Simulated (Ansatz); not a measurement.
# H₈N₂O₂Si₂: a ladder of functionals and wavefunction methods

An exercise on one series of results from a longer session: the logs are not shown, and one member is left open.

Method: functionals in def2-TZVPP, the program's frozen cores in correlated methods; program: Ansatz 0.2.0, Gaussian basis.

The runs, in order: PBE-D4, r2SCAN-D4, PBE0-D4, B3LYP-D4, ωB97X-V, ωB97M-V, B2PLYP; CCSD(T)/def2-TZVPP; MP2/def2-QZVPP; extrapolation to the limit.

## The geometry

All runs share one geometry, relaxed beforehand with PBE0-D4 in a triple-zeta def2 set.

14 atoms, charge 0, spin multiplicity 1.

Atoms are counted from 1 here; the program's logs count them from 0.

Bond lengths: N1–Si2 1.728 Å, N1–H7 1.008 Å, N1–H8 1.009 Å, Si2–O3 1.637 Å, Si2–H9 1.486 Å, Si2–H10 1.483 Å, O3–Si4 1.641 Å, Si4–N5 1.718 Å, Si4–O6 1.634 Å, Si4–H11 1.477 Å, N5–H12 1.009 Å, N5–H13 1.009 Å, O6–H14 0.966 Å. Angles: Si2–N1–H7 118.2°, Si2–N1–H8 118.8°, H7–N1–H8 110.8°, N1–Si2–O3 109.6°, N1–Si2–H9 113.1°, N1–Si2–H10 106.2°, O3–Si2–H9 107.2°, O3–Si2–H10 110.3°, H9–Si2–H10 110.5°, Si2–O3–Si4 128.9°, O3–Si4–N5 105.7°, O3–Si4–O6 112.6°, O3–Si4–H11 107.5°, N5–Si4–O6 108.4°, N5–Si4–H11 116.3°, O6–Si4–H11 106.6°, Si4–N5–H12 119.1°, Si4–N5–H13 118.3° and more.

Geometry (Å):

```xyz
14
H8N2O2Si2
N    -0.4317   -0.6885    1.6439
Si   -0.1881    1.0045    1.3953
O    -0.1735    1.3264   -0.2100
Si   -0.1702    0.2780   -1.4723
N     1.3573   -0.5063   -1.4196
O    -1.3385   -0.8580   -1.3487
H    -1.0380   -0.9779    2.3957
H     0.3590   -1.3107    1.5621
H     1.0976    1.4973    1.9531
H    -1.3322    1.6878    2.0456
H    -0.4649    1.0535   -2.6938
H     2.1960    0.0536   -1.3938
H     1.4964   -1.3219   -1.9965
H    -1.3691   -1.2378   -0.4611
```

The first run:

The input, in.yaml:

```yaml
crystal:
  periodic: [false, false, false]
  atoms:
    - {symbol: N, position_ang: [-0.431714, -0.688538, 1.643903]}
    - {symbol: Si, position_ang: [-0.188122, 1.004488, 1.395342]}
    - {symbol: O, position_ang: [-0.173472, 1.326390, -0.209990]}
    - {symbol: Si, position_ang: [-0.170208, 0.278017, -1.472260]}
    - {symbol: N, position_ang: [1.357267, -0.506339, -1.419615]}
    - {symbol: O, position_ang: [-1.338516, -0.857954, -1.348690]}
    - {symbol: H, position_ang: [-1.037971, -0.977852, 2.395748]}
    - {symbol: H, position_ang: [0.358986, -1.310741, 1.562052]}
    - {symbol: H, position_ang: [1.097578, 1.497336, 1.953076]}
    - {symbol: H, position_ang: [-1.332200, 1.687803, 2.045608]}
    - {symbol: H, position_ang: [-0.464897, 1.053477, -2.693772]}
    - {symbol: H, position_ang: [2.195964, 0.053562, -1.393807]}
    - {symbol: H, position_ang: [1.496365, -1.321870, -1.996504]}
    - {symbol: H, position_ang: [-1.369069, -1.237778, -0.461092]}
basis:
  gaussian: {orbitals: def2-TZVPP}
hamiltonian: {xc: pbe, dispersion: d4}
output: {forces: true, orbitals: {seedname: orbitals}}
```

The run is started by

```bash
> ansatz run in.yaml --threads 2 --pin off --events-out ev --progress --plain --max-ram 22528MiB --backend cuda --devices 0, --max-vram 18GiB
```

Among the steps run: PBE-D4 (GGA); r2SCAN-D4 (meta-GGA); PBE0-D4 (hybrid); B3LYP-D4 (hybrid); ωB97X-V (range-separated); ωB97M-V (range-separated); B2PLYP (double hybrid); CCSD(T) in def2-TZVPP; MP2 in def2-QZVPP.

One of the session's tables, all rows but one given; the rest of the session is left out.

It belongs to the step «Atomisation energies». 

```
            method  atomisation energy (kJ/mol)
            PBE-D4                       5230.6
         r2SCAN-D4                       5177.3
           PBE0-D4                       5133.8
          B3LYP-D4                            ?
           ωB97X-V                       5225.5
           ωB97M-V                       5225.2
            B2PLYP                       5140.0
     HF/def2-TZVPP                       3658.0
    MP2/def2-TZVPP                       5136.5
   CCSD/def2-TZVPP                       4975.3
CCSD(T)/def2-TZVPP                       5048.5
           MP2/CBS                       5311.1
       CCSD(T)/CBS                       5223.0
```

**Question.** Estimate the row for B3LYP-D4.

As computed: atomisation energy (kJ/mol): 5198.6. In the column «atomisation energy (kJ/mol)» it lies between r2SCAN-D4 (5177.3) and CCSD(T)/CBS (5223.0).
